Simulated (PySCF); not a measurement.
# C15H22O3: the cost of one run

Programs: PySCF 2.14.0, with routines of our own; each step states its level. All values are computed. Atoms count from 0.

## 1. The system as given

40 atoms, charge 0, multiplicity 1; geometry from: GFN2-xTB.

## 2. Relaxing the molecule at PBE0-D3(BJ)/def2-SVP

Job settings and geometry (Å):

```
{"job": {"xc": "PBE0", "basis": "def2-SVP", "d3": "d3bj", "grid": 1, "kind": "geom"}, "charge": 0, "multiplicity": 1}
C     -5.178053     1.489066     0.652425
C     -5.044974     0.565659    -0.552517
C     -4.101326    -0.612685    -0.276658
C     -4.096825    -1.599001    -1.448492
C     -2.691553    -0.155765     0.005282
C     -2.074557    -0.475109     1.207943
C     -0.765488    -0.108110     1.462200
C     -0.058917     0.596534     0.502737
O      1.255609     1.000332     0.763989
C      2.224795     0.139983     0.418142
O      2.037621    -0.924565    -0.100365
O      3.378942     0.690746     0.755327
C      4.629909     0.000062     0.496950
C      5.690565     0.963001     1.029060
C      4.806188    -0.221880    -1.004319
C      4.670443    -1.322622     1.260496
C     -0.654535     0.928811    -0.703079
C     -1.963130     0.554324    -0.942287
H     -5.881299     2.291514     0.440090
H     -4.215872     1.929646     0.904010
H     -5.538690     0.936877     1.517988
H     -6.028885     0.168765    -0.813354
H     -4.681542     1.136797    -1.408318
H     -4.473893    -1.138782     0.609454
H     -3.785034    -1.108182    -2.366958
H     -5.091141    -2.013032    -1.599774
H     -3.407141    -2.415570    -1.246699
H     -2.620455    -1.031542     1.956052
H     -0.287507    -0.366475     2.394719
H      6.681486     0.544197     0.883652
H      5.530763     1.142674     2.088362
H      5.624452     1.913316     0.507115
H      4.049235    -0.906044    -1.377673
H      5.788642    -0.642427    -1.198696
H      4.716924     0.724016    -1.533986
H      3.914204    -2.003715     0.880228
H      4.486775    -1.148678     2.318410
H      5.648544    -1.780587     1.144184
H     -0.089493     1.472223    -1.444895
H     -2.414785     0.810047    -1.888770
```

Started as:

```sh
$ OMP_NUM_THREADS=4 python large_run.py task.json out
```

One launch serves the whole session: the jobs run in the order shown.

Q: Estimate the wall time and peak memory of this first job on 4 threads of Intel Xeon Platinum 8259CL at 2.50GHz, shared host.

About 8.8 min, with a peak of 3.1 GiB.
